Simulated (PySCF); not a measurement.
**C2H5GeO3−: electronic excitations at several levels of theory**

Aim: compute the electronic excitations of C2H5GeO3− (`O=C([O-])C[O][GeH3]`) at several levels, and see how far they spread and what each costs.

Programs: PySCF 2.14.0, with density-fitted response routines of our own. Each step states its level of theory. These are calculated values for one molecule in the gas phase, unless marked as measured. Atoms count from 0, in the outputs and in this text.

## (1) The molecule as given

11 atoms, charge -1, multiplicity 1; geometry from: GFN2-xTB.

Bonds of the start (Å): O0–C1 1.26, C1–O2 1.23, C1–C3 1.55, C3–O4 1.39, O4–Ge5 1.80, C3–H6 1.10, C3–H7 1.10, Ge5–H8 1.56, Ge5–H9 1.52, Ge5–H10 1.52.

## (2) Optimising the geometry at PBE0-D3(BJ)/def2-SVP

Job settings and geometry (Å):

```
{"job": {"xc": "PBE0", "basis": "def2-SVP", "d3": "d3bj", "grid": 1, "kind": "geom"}, "charge": -1, "multiplicity": 1}
O     -0.114535     1.069325    -0.957600
C     -1.221034     0.532074    -0.692409
O     -2.320081     0.823530    -1.151193
C     -1.129957    -0.624642     0.335991
O      0.168354    -0.844217     0.766925
Ge     1.532139     0.149164     0.149529
H     -1.777057    -0.370126     1.187847
H     -1.533047    -1.530370    -0.139416
H      2.517733    -0.667647     1.044576
H      2.115031    -0.092293    -1.228914
H      1.767879     1.557873     0.658701
```

Standard output:

```text
step   0  E = -2380.89293967  max force = 0.018175
step   1  E = -2380.89521964  max force = 0.011802
step   2  E = -2380.89593247  max force = 0.003060
step   3  E = -2380.89594118  max force = 0.003980
step   4  E = -2380.89604332  max force = 0.001399
step   5  E = -2380.89605734  max force = 0.000832
step   6  E = -2380.89606339  max force = 0.000401
optimisation converged
```

Run time: 48 s. Hardware: 1 thread, shared host.

The steps of the relaxation:

```tsv
step	energy from step 0 (eV)	largest force component (eV/Å)
0	0.0000	0.9346
1	-0.0620	0.6069
2	-0.0814	0.1574
3	-0.0817	0.2047
4	-0.0845	0.0719
5	-0.0848	0.0428
6	-0.0850	0.0206
```

Close pairs (by a distance rule), those that changed most:

```tsv
bond	before (Å)	after (Å)	change (Å)
O0–Ge5	2.187	2.104	-0.083
Ge5–H9	1.516	1.561	+0.045
Ge5–H10	1.516	1.561	+0.045
O4–Ge5	1.797	1.839	+0.042
Ge5–H8	1.562	1.601	+0.040
O0–C1	1.258	1.278	+0.019
C1–C3	1.550	1.536	-0.014
C3–H7	1.099	1.111	+0.011
```

The next job starts from the end point, and lists it.

```tsv
at the end point	value
point group (found at 0.08 Å tolerance)	Cs
rotational constants (GHz, main isotopes)	5.914, 1.580, 1.279
```

## (3) TDDFT and polarisability: CAM-B3LYP/def2-SVPD

Job settings and geometry (Å):

```
{"job": {"kind": "uv", "xc": "CAM-B3LYP", "basis": "def2-SVPD", "ip": true}, "charge": -1, "multiplicity": 1}
O     -0.168893     0.824016    -0.382183
C     -1.303997     0.291801    -0.136421
O     -2.398534     0.633302    -0.567888
C     -1.194670    -0.906979     0.817704
O      0.100529    -1.157409     1.231363
Ge     1.457051    -0.097833     0.584031
H     -1.866265    -0.699973     1.677412
H     -1.633755    -1.781469     0.291747
H      2.512468    -0.949221     1.436048
H      2.036917    -0.316289    -0.848895
H      1.747049     1.324191     1.160118
```

Level: TDDFT CAM-B3LYP/def2-SVPD, vertical, gas phase, core orbitals frozen in the response.

Standard output:

```text
coarse grid: 45680 points
cycle   1  E = -2381.2394179162  dE =  2.635e-01  |g| = 1.244e+00  |ddm| = 4.197e+00
cycle   2  E = -2380.9630825634  dE =  2.763e-01  |g| = 1.793e+00  |ddm| = 3.060e+00
cycle   3  E = -2381.5237802784  dE = -5.607e-01  |g| = 8.732e-02  |ddm| = 1.725e+00
cycle   4  E = -2381.5243104009  dE = -5.301e-04  |g| = 7.058e-02  |ddm| = 1.464e-01
cycle   5  E = -2381.5250744016  dE = -7.640e-04  |g| = 1.937e-02  |ddm| = 6.722e-02
cycle   6  E = -2381.5251402045  dE = -6.580e-05  |g| = 5.861e-03  |ddm| = 2.224e-02
cycle   7  E = -2381.5251463768  dE = -6.172e-06  |g| = 8.043e-04  |ddm| = 8.645e-03
final grid: 95944 points
cycle   8  E = -2381.5251260587  dE = -1.495e-07  |g| = 8.524e-04  |ddm| = 4.662e-03
cycle   9  E = -2381.5251259419  dE =  1.169e-07  |g| = 1.209e-03  |ddm| = 2.101e-03
cycle  10  E = -2381.5251262011  dE = -2.592e-07  |g| = 8.606e-05  |ddm| = 1.157e-03
cycle  11  E = -2381.5251262025  dE = -1.418e-09  |g| = 3.365e-05  |ddm| = 1.402e-04
cycle  12  E = -2381.5251262029  dE = -3.820e-10  |g| = 1.447e-05  |ddm| = 1.070e-04
converged SCF energy = -2381.5251262029

Static polarisability (au): isotropic 76.638, principal 62.254 73.506 94.152

Singlet excitations
state   eV       nm        f      main configurations
  1   5.9806    207.3   0.00048   H->L+4 0.53, H->L+5 0.18, H->L+9 0.14
  2   6.0447    205.1   0.05395   H-1->L 0.52, H->L 0.38
  3   6.2216    199.3   0.03051   H->L+1 0.68, H->L 0.11, H-1->L 0.10
  4   6.5358    189.7   0.01912   H-2->L+1 0.44, H-2->L 0.43
  5   6.5965    188.0   0.03226   H-1->L+1 0.55, H-1->L+2 0.15, H->L+2 0.10
  6   6.6661    186.0   0.02695   H-2->L+1 0.36, H-2->L 0.29, H-3->L 0.18
  7   6.7656    183.3   0.00535   H->L 0.45, H-1->L 0.21, H->L+1 0.17
  8   6.9669    178.0   0.01068   H-3->L 0.48, H-3->L+1 0.29
  9   7.0936    174.8   0.03148   H->L+2 0.48, H->L+3 0.25
 10   7.1476    173.5   0.00042   H-1->L+4 0.31, H-4->L+4 0.14, H-3->L+1 0.12

Triplet excitations (Tamm-Dancoff, eV): 5.5805 5.6415 5.9706 6.1135
Vertical ionisation energy (delta-SCF) = 4.9616 eV
```

It took 3.1 min on 1 thread, shared host.

The orbitals next to the gap, with their largest atomic shares:

```tsv
orbital	eV	atoms
HOMO−3	-4.94	O0 38 %, O2 33 %, C1 9 %
HOMO−2	-4.83	O4 52 %, C3 12 %, O2 8 %
HOMO−1	-4.58	Ge5 23 %, O0 20 %, H8 18 %
HOMO	-4.13	O2 53 %, O4 10 %, O0 10 %
LUMO	4.44	Ge5 58 %, H8 11 %, H10 9 %
LUMO+1	5.04	C3 18 %, Ge5 18 %, O4 15 %
LUMO+2	5.70	Ge5 30 %, O2 13 %, H7 11 %
```

With each of the 10 states as a Gaussian band of 0.4 eV half-width at 1/e, the curve within the window shown has maxima at 191 nm (ε 4,700) L/(mol cm). Beyond the last state computed it falls off for lack of states. The curve at chosen wavelengths:

(nm, ε (L/mol/cm)): (166, 748), (169, 1333), (171, 1782), (174, 2474), (176, 2919), (179, 3534), (181, 3892), (184, 4318), (186, 4510), (189, 4655), (191, 4675), (194, 4624), (196, 4549), (199, 4367), (201, 4184), (204, 3795), (206, 3461), (209, 2876), (211, 2459), (214, 1847), (216, 1475), (219, 1003), (221, 751), (224, 466), (226, 329), (229, 188)

Further results of this job:

```tsv
property	computed
polarisability (Å³)	11.36
HOMO–LUMO gap (eV)	8.57
−ε(HOMO) (eV)	4.13
```

## (4) Excited states and response: wB97X-D/def2-SVPD

Settings changed since step 3:

```diff
@@ -1,2 +1,2 @@
-{"job": {"kind": "uv", "xc": "CAM-B3LYP", "basis": "def2-SVPD", "ip": true}, "charge": -1, "multiplicity": 1}
+{"job": {"kind": "uv", "xc": "wB97X-D", "basis": "def2-SVPD", "ip": true}, "charge": -1, "multiplicity": 1}
 O     -0.168893     0.824016    -0.382183
```

With the program's defaults for keys left out, this is: TDDFT wB97X-D/def2-SVPD, vertical, gas phase, core orbitals frozen in the response.

Standard output:

```text
coarse grid: 45680 points
cycle   1  E = -2381.1917448838  dE =  2.495e-01  |g| = 1.231e+00  |ddm| = 4.123e+00
cycle   2  E = -2381.0274981839  dE =  1.642e-01  |g| = 1.620e+00  |ddm| = 2.783e+00
cycle   3  E = -2381.4767182121  dE = -4.492e-01  |g| = 6.875e-02  |ddm| = 1.477e+00
cycle   4  E = -2381.4772096455  dE = -4.914e-04  |g| = 5.949e-02  |ddm| = 1.394e-01
cycle   5  E = -2381.4777868607  dE = -5.772e-04  |g| = 1.512e-02  |ddm| = 6.006e-02
cycle   6  E = -2381.4778323899  dE = -4.553e-05  |g| = 6.192e-03  |ddm| = 2.482e-02
cycle   7  E = -2381.4778397529  dE = -7.363e-06  |g| = 9.458e-04  |ddm| = 1.040e-02
final grid: 95944 points
cycle   8  E = -2381.4772522464  dE = -1.373e-06  |g| = 7.876e-04  |ddm| = 8.677e-03
cycle   9  E = -2381.4772523053  dE = -5.895e-08  |g| = 7.290e-04  |ddm| = 2.133e-03
cycle  10  E = -2381.4772523770  dE = -7.165e-08  |g| = 1.353e-04  |ddm| = 7.328e-04
cycle  11  E = -2381.4772523813  dE = -4.341e-09  |g| = 8.189e-05  |ddm| = 3.115e-04
cycle  12  E = -2381.4772523831  dE = -1.828e-09  |g| = 1.925e-05  |ddm| = 2.059e-04
cycle  13  E = -2381.4772523833  dE = -1.141e-10  |g| = 8.937e-06  |ddm| = 5.317e-05
converged SCF energy = -2381.4772523833

Static polarisability (au): isotropic 76.873, principal 62.607 73.739 94.273

Singlet excitations
state   eV       nm        f      main configurations
  1   6.0028    206.5   0.00048   H->L+4 0.68, H->L+5 0.11, H->L+9 0.09
  2   6.1228    202.5   0.06399   H-1->L 0.64, H->L 0.24
  3   6.4221    193.1   0.02718   H->L+1 0.70, H->L 0.12
  4   6.7224    184.4   0.02909   H-2->L+1 0.28, H-2->L 0.27, H-1->L+1 0.22
  5   6.7399    184.0   0.03996   H-1->L+1 0.38, H-2->L 0.19, H-2->L+1 0.11
  6   6.7852    182.7   0.02588   H-2->L+1 0.40, H-2->L 0.23, H-3->L 0.15
  7   6.9980    177.2   0.01166   H->L 0.54, H-1->L 0.18, H->L+1 0.14
  8   7.1841    172.6   0.00375   H-1->L+4 0.24, H-3->L 0.22, H-4->L+4 0.12
  9   7.2081    172.0   0.01017   H-3->L+1 0.26, H-1->L+4 0.22, H-3->L 0.18
 10   7.2555    170.9   0.03196   H->L+2 0.52, H->L+3 0.15

Triplet excitations (Tamm-Dancoff, eV): 5.6204 5.8585 6.0715 6.3681
Vertical ionisation energy (delta-SCF) = 4.8811 eV
```

It took 2.7 min on 1 thread, shared host.

Key values: HOMO -4.58 eV, LUMO 5.26 eV; lowest singlet 6.00 eV.

## (5) TDDFT and polarisability: LC-wPBE/def2-SVPD

Settings changed since step 4:

```diff
@@ -1,2 +1,2 @@
-{"job": {"kind": "uv", "xc": "wB97X-D", "basis": "def2-SVPD", "ip": true}, "charge": -1, "multiplicity": 1}
+{"job": {"kind": "uv", "xc": "LC-wPBE", "basis": "def2-SVPD", "ip": true}, "charge": -1, "multiplicity": 1}
 O     -0.168893     0.824016    -0.382183
```

Level: TDDFT LC-wPBE/def2-SVPD, vertical, gas phase, core orbitals frozen in the response.

Standard output:

```text
coarse grid: 45680 points
cycle   1  E = -2380.7713474089  dE =  2.808e-01  |g| = 1.263e+00  |ddm| = 4.131e+00
cycle   2  E = -2380.6853502287  dE =  8.600e-02  |g| = 1.516e+00  |ddm| = 2.683e+00
cycle   3  E = -2381.0656749970  dE = -3.803e-01  |g| = 6.325e-02  |ddm| = 1.396e+00
cycle   4  E = -2381.0663213571  dE = -6.464e-04  |g| = 5.408e-02  |ddm| = 1.364e-01
cycle   5  E = -2381.0668030398  dE = -4.817e-04  |g| = 1.308e-02  |ddm| = 5.573e-02
cycle   6  E = -2381.0668453202  dE = -4.228e-05  |g| = 5.995e-03  |ddm| = 2.632e-02
cycle   7  E = -2381.0668522120  dE = -6.892e-06  |g| = 1.080e-03  |ddm| = 8.746e-03
final grid: 95944 points
cycle   8  E = -2381.0667539073  dE = -5.218e-07  |g| = 1.098e-03  |ddm| = 5.253e-03
cycle   9  E = -2381.0667540032  dE = -9.592e-08  |g| = 1.152e-03  |ddm| = 2.215e-03
cycle  10  E = -2381.0667541862  dE = -1.830e-07  |g| = 1.377e-04  |ddm| = 9.715e-04
cycle  11  E = -2381.0667541929  dE = -6.685e-09  |g| = 8.087e-05  |ddm| = 3.220e-04
cycle  12  E = -2381.0667542044  dE = -1.151e-08  |g| = 3.053e-05  |ddm| = 2.757e-04
cycle  13  E = -2381.0667542046  dE = -2.119e-10  |g| = 5.397e-06  |ddm| = 5.308e-05
converged SCF energy = -2381.0667542046

Static polarisability (au): isotropic 74.520, principal 60.772 71.212 91.577

Singlet excitations
state   eV       nm        f      main configurations
  1   6.0491    205.0   0.00033   H->L+4 0.37, H->L+9 0.27, H->L+5 0.18
  2   6.5023    190.7   0.06559   H-1->L 0.57, H->L 0.23
  3   6.8304    181.5   0.02418   H->L+1 0.67, H->L 0.11
  4   7.0548    175.7   0.02279   H-2->L+1 0.35, H-1->L+1 0.20, H-1->L+2 0.10
  5   7.0749    175.2   0.03022   H-2->L+1 0.30, H-1->L+1 0.22, H-1->L+2 0.10
  6   7.2803    170.3   0.05978   H-2->L 0.53, H-3->L 0.17
  7   7.3636    168.4   0.00253   H-1->L+4 0.22, H-4->L+4 0.16, H-1->L+9 0.16
  8   7.6335    162.4   0.01370   H-3->L+1 0.45, H-3->L 0.22, H-3->L+3 0.13
  9   7.6705    161.6   0.00882   H->L+2 0.32, H->L+3 0.18, H->L 0.15
 10   7.7956    159.0   0.07331   H->L 0.32, H-1->L 0.12, H->L+2 0.10

Triplet excitations (Tamm-Dancoff, eV): 5.6072 5.9518 6.0196 6.6115
Vertical ionisation energy (delta-SCF) = 5.0925 eV
```

Wall time 4 min (1 thread, shared host).

This run: HOMO -5.39 eV, LUMO 5.33 eV; lowest singlet 6.05 eV.

## (6) Excited states and response: PBE0/6-31G*

Settings changed since step 5:

```diff
@@ -1,2 +1,2 @@
-{"job": {"kind": "uv", "xc": "LC-wPBE", "basis": "def2-SVPD", "ip": true}, "charge": -1, "multiplicity": 1}
+{"job": {"kind": "uv", "xc": "PBE0", "basis": "6-31G*"}, "charge": -1, "multiplicity": 1}
 O     -0.168893     0.824016    -0.382183
```

With the program's defaults for keys left out, this is: TDDFT PBE0/6-31G*, vertical, gas phase, core orbitals frozen in the response.

Standard output:

```text
coarse grid: 45680 points
cycle   1  E = -2380.8117809002  dE =  2.996e-01  |g| = 1.204e+00  |ddm| = 3.323e+00
cycle   2  E = -2380.3956866113  dE =  4.161e-01  |g| = 1.923e+00  |ddm| = 2.577e+00
cycle   3  E = -2381.0738599170  dE = -6.782e-01  |g| = 1.365e-01  |ddm| = 1.690e+00
cycle   4  E = -2381.0760748250  dE = -2.215e-03  |g| = 9.476e-02  |ddm| = 1.872e-01
cycle   5  E = -2381.0775949038  dE = -1.520e-03  |g| = 3.307e-02  |ddm| = 9.093e-02
cycle   6  E = -2381.0778025583  dE = -2.077e-04  |g| = 5.717e-03  |ddm| = 2.901e-02
cycle   7  E = -2381.0778090528  dE = -6.495e-06  |g| = 1.519e-03  |ddm| = 6.440e-03
final grid: 95944 points
cycle   8  E = -2381.0778440987  dE =  5.650e-07  |g| = 2.378e-03  |ddm| = 3.711e-03
cycle   9  E = -2381.0778421128  dE =  1.986e-06  |g| = 4.008e-03  |ddm| = 5.337e-03
cycle  10  E = -2381.0778451706  dE = -3.058e-06  |g| = 2.502e-04  |ddm| = 3.409e-03
cycle  11  E = -2381.0778451815  dE = -1.093e-08  |g| = 2.957e-05  |ddm| = 2.400e-04
cycle  12  E = -2381.0778451816  dE = -1.232e-10  |g| = 1.200e-05  |ddm| = 2.837e-05
converged SCF energy = -2381.0778451816

Static polarisability (au): isotropic 56.926, principal 45.008 51.073 74.697

Singlet excitations
state   eV       nm        f      main configurations
  1   5.9681    207.7   0.00098   H->L+1 0.97
  2   6.0675    204.3   0.00191   H->L 0.99
  3   6.5516    189.2   0.00736   H-3->L 0.68, H-2->L 0.26
  4   6.6608    186.1   0.02118   H-1->L 0.90
  5   6.7714    183.1   0.00160   H-2->L 0.68, H-3->L 0.29
  6   7.1834    172.6   0.00018   H-1->L+1 0.84, H-4->L+1 0.12
  7   7.5416    164.4   0.00592   H->L+2 0.95
  8   7.7946    159.1   0.11843   H-4->L 0.86
  9   7.8722    157.5   0.03042   H-3->L+1 0.67, H-2->L+1 0.30
 10   8.0415    154.2   0.00031   H->L+3 0.96

Triplet excitations (Tamm-Dancoff, eV): 5.4758 5.8172 5.8862 6.1849
```

It took 14 s on 1 thread, shared host.

Key values: HOMO -1.87 eV, LUMO 5.22 eV; lowest singlet 5.97 eV.

## (7) Ultraviolet spectrum: PBE0/def2-SVP

Settings changed since step 6:

```diff
@@ -1,2 +1,2 @@
-{"job": {"kind": "uv", "xc": "PBE0", "basis": "6-31G*"}, "charge": -1, "multiplicity": 1}
+{"job": {"kind": "uv", "xc": "PBE0", "basis": "def2-SVP"}, "charge": -1, "multiplicity": 1}
 O     -0.168893     0.824016    -0.382183
```

Method: TDDFT PBE0/def2-SVP, vertical, gas phase, core orbitals frozen in the response.

Standard output:

```text
coarse grid: 45680 points
cycle   1  E = -2380.6238627549  dE =  2.442e-01  |g| = 1.199e+00  |ddm| = 3.502e+00
cycle   2  E = -2380.2026122568  dE =  4.213e-01  |g| = 1.925e+00  |ddm| = 2.941e+00
cycle   3  E = -2380.8839131796  dE = -6.813e-01  |g| = 1.479e-01  |ddm| = 1.933e+00
cycle   4  E = -2380.8861873337  dE = -2.274e-03  |g| = 1.098e-01  |ddm| = 2.169e-01
cycle   5  E = -2380.8883202067  dE = -2.133e-03  |g| = 3.008e-02  |ddm| = 1.048e-01
cycle   6  E = -2380.8884905795  dE = -1.704e-04  |g| = 5.780e-03  |ddm| = 2.941e-02
cycle   7  E = -2380.8884969904  dE = -6.411e-06  |g| = 1.630e-03  |ddm| = 7.148e-03
final grid: 95944 points
cycle   8  E = -2380.8885208704  dE =  7.432e-07  |g| = 2.622e-03  |ddm| = 4.280e-03
cycle   9  E = -2380.8885183095  dE =  2.561e-06  |g| = 4.501e-03  |ddm| = 6.375e-03
cycle  10  E = -2380.8885221820  dE = -3.873e-06  |g| = 2.273e-04  |ddm| = 4.085e-03
cycle  11  E = -2380.8885221915  dE = -9.460e-09  |g| = 4.284e-05  |ddm| = 2.503e-04
cycle  12  E = -2380.8885221918  dE = -2.983e-10  |g| = 1.473e-05  |ddm| = 4.467e-05
converged SCF energy = -2380.8885221918

Static polarisability (au): isotropic 59.739, principal 48.909 53.703 76.605

Singlet excitations
state   eV       nm        f      main configurations
  1   5.9433    208.6   0.00157   H->L+1 0.95
  2   6.6237    187.2   0.00071   H->L 0.97
  3   7.0149    176.7   0.00372   H-3->L 0.63, H-2->L 0.33
  4   7.1165    174.2   0.00120   H-1->L+1 0.79, H-4->L+1 0.13
  5   7.1323    173.8   0.02998   H-1->L 0.47, H->L+2 0.46
  6   7.1750    172.8   0.00334   H-1->L 0.43, H->L+2 0.43, H->L+3 0.08
  7   7.3313    169.1   0.00025   H-2->L 0.65, H-3->L 0.31
  8   7.6572    161.9   0.01634   H->L+3 0.77, H->L+2 0.10
  9   7.7619    159.7   0.06823   H-3->L+1 0.58, H-2->L+1 0.33
 10   7.8475    158.0   0.03151   H-2->L+2 0.71, H-3->L+2 0.20

Triplet excitations (Tamm-Dancoff, eV): 5.4523 5.8650 6.2850 6.5802
```

Run time: 17 s. Hardware: 1 thread, shared host.

This run: HOMO -2.07 eV, LUMO 5.67 eV; lowest singlet 5.94 eV.

## (8) Ultraviolet spectrum: PBE0/def2-TZVP

Settings changed since step 7:

```diff
@@ -1,2 +1,2 @@
-{"job": {"kind": "uv", "xc": "PBE0", "basis": "def2-SVP"}, "charge": -1, "multiplicity": 1}
+{"job": {"kind": "uv", "xc": "PBE0", "basis": "def2-TZVP"}, "charge": -1, "multiplicity": 1}
 O     -0.168893     0.824016    -0.382183
```

Method: TDDFT PBE0/def2-TZVP, vertical, gas phase, core orbitals frozen in the response.

Standard output:

```text
coarse grid: 45680 points
cycle   1  E = -2381.2235165494  dE =  2.935e-01  |g| = 1.348e+00  |ddm| = 2.652e+00
cycle   2  E = -2380.6996467259  dE =  5.239e-01  |g| = 2.197e+00  |ddm| = 3.310e+00
cycle   3  E = -2381.5057167996  dE = -8.061e-01  |g| = 1.837e-01  |ddm| = 2.354e+00
cycle   4  E = -2381.5094285021  dE = -3.712e-03  |g| = 9.971e-02  |ddm| = 1.729e-01
cycle   5  E = -2381.5106455859  dE = -1.217e-03  |g| = 4.687e-02  |ddm| = 9.019e-02
cycle   6  E = -2381.5110163216  dE = -3.707e-04  |g| = 7.829e-03  |ddm| = 3.664e-02
cycle   7  E = -2381.5110272579  dE = -1.094e-05  |g| = 1.574e-03  |ddm| = 8.290e-03
cycle   8  E = -2381.5110276332  dE = -3.752e-07  |g| = 8.806e-04  |ddm| = 1.805e-03
final grid: 95944 points
cycle   9  E = -2381.5110096684  dE =  2.239e-07  |g| = 1.595e-03  |ddm| = 3.116e-03
cycle  10  E = -2381.5110085488  dE =  1.120e-06  |g| = 2.970e-03  |ddm| = 3.168e-03
cycle  11  E = -2381.5110101256  dE = -1.577e-06  |g| = 1.121e-04  |ddm| = 2.078e-03
cycle  12  E = -2381.5110101277  dE = -2.121e-09  |g| = 2.448e-05  |ddm| = 9.164e-05
cycle  13  E = -2381.5110101278  dE = -1.128e-10  |g| = 8.011e-06  |ddm| = 2.489e-05
converged SCF energy = -2381.5110101278

Static polarisability (au): isotropic 70.561, principal 57.352 66.043 88.289

Singlet excitations
state   eV       nm        f      main configurations
  1   5.9440    208.6   0.00109   H->L+2 0.94
  2   6.3898    194.0   0.00082   H->L 0.66, H->L+1 0.32
  3   6.5831    188.3   0.01373   H->L+1 0.64, H->L 0.32
  4   6.7505    183.7   0.00434   H-2->L 0.66, H-3->L 0.15, H-2->L+1 0.11
  5   6.8534    180.9   0.01191   H-1->L 0.75, H-1->L+1 0.16
  6   6.9996    177.1   0.00042   H-1->L+2 0.79, H-4->L+2 0.13
  7   7.1140    174.3   0.09388   H-1->L+1 0.68, H-1->L 0.17, H->L+3 0.11
  8   7.1500    173.4   0.00298   H-3->L 0.68, H-2->L 0.15
  9   7.1842    172.6   0.04490   H-2->L+1 0.77, H-2->L 0.14
 10   7.3136    169.5   0.01043   H->L+3 0.81, H-1->L+1 0.11

Triplet excitations (Tamm-Dancoff, eV): 5.4808 5.9296 5.9992 6.2876
```

Wall time 43 s (1 thread, shared host).

In short: HOMO -2.44 eV, LUMO 5.04 eV; lowest singlet 5.94 eV.

## (9) Comparing the runs: electronic excitations

Excitations and ground-state properties, with basis size and wall time:

```tsv
run	lowest singlet (eV)	brightest (eV)	f	gap (eV)	α (Å³)	functions	time
CAM-B3LYP/def2-SVPD	5.98	6.04	0.054	8.57	11.36	187	3.1 min
wB97X-D/def2-SVPD	6.00	6.12	0.064	9.84	11.39	187	2.7 min
LC-wPBE/def2-SVPD	6.05	7.80	0.073	10.72	11.04	187	4 min
PBE0/6-31G*	5.97	7.79	0.118	7.09	8.44	112	14 s
PBE0/def2-SVP	5.94	7.76	0.068	7.75	8.85	127	17 s
PBE0/def2-TZVP	5.94	7.11	0.094	7.48	10.46	233	43 s
```

## (10) Outcome

| quantity | value |
| --- | --- |
| point group | Cs |
| rotational constants (main isotopes) | 5.91, 1.58, 1.28 GHz |
| lowest singlet (CAM-B3LYP/def2-SVPD) | 5.98 eV (207 nm), f = 0.000 |
| brightest single state of those computed | state 2, 6.04 eV, f = 0.054 |
| lowest triplet | 5.58 eV |
| vertical ionisation energy (ΔSCF) | 4.96 eV |
| range of the lowest singlet | 5.94 to 6.05 eV |

**Reading.** Single values in the summary come from the first run of each kind that ended normally (CAM-B3LYP/def2-SVPD), which need not be the best level. Over 6 steps the energy fell by 0.085 eV; of the close pairs, O0–Ge5 changed most, 2.187 to 2.104 Å. No frequency check was run at this level, so the end point may be a saddle. The first singlet state (HOMO→LUMO+4 0.53, HOMO→LUMO+5 0.18) lies at 5.98 eV and is dark; of the 10 states computed, the strongest absorption comes from state 2 at 6.04 eV. The lowest triplet lies 0.40 eV below the lowest singlet (triplets in Tamm-Dancoff, singlets in full TDDFT). In the gas-phase run even the lowest singlet lies above the computed detachment energy of this anion, so its states are not to be taken as bound. At CAM-B3LYP/def2-SVPD, all states lie near or above the ionisation energy, where they hang on the basis. The orbital energy would give 4.13 eV for ionisation, ΔSCF gives 4.96 eV. The lowest singlet runs from 5.94 eV (PBE0/def2-SVP) to 6.05 eV (LC-wPBE/def2-SVPD), while the orbital gap spans 7.09 to 10.72 eV. The lowest state need not be the same one in every run. The runs solved for a few states only, so the brightest column depends on that window.
